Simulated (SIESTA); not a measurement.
The system is BiTe.

```
Bi Te
1.0
     0.00000    3.23500    3.23500
     3.23500    0.00000    3.23500
     3.23500    3.23500    0.00000
Bi Te
1 1
Direct
  0.00000 0.00000 0.00000
  0.50000 0.50000 0.50000
```

Base run:

- Program: SIESTA 5.4.2
- Functional: PBEsol
- Potentials or basis: PseudoDojo 0.4 standard (PBEsol files)
- Basis: SZ (energy shift 0.003 Ry)
- Grid cutoff: 500 Ry
- Energy shift: 0.003 Ry
- k mesh: 7 × 7 × 7
- Occupations: fermi-dirac, width 0.05 eV
- Spin: no spin polarisation

Its results: band gap on the k mesh none (metal or under the smearing width); pressure 3.1 GPa.

Problem. The run is repeated on the same cell with these changes: basis from SZ (energy shift 0.003 Ry) to DZP (energy shift 0.003 Ry; two zetas on semicore shells). What comes out?

Solution. Band gap on the k mesh none (metal or under the smearing width); pressure -0.8 GPa.

Caveats: spin-orbit coupling is left out, which moves the levels of the heavy elements; the basis of atomic orbitals isn't converged, which shifts pressures, moduli and gaps; the basis has no polarisation orbitals (some runs).
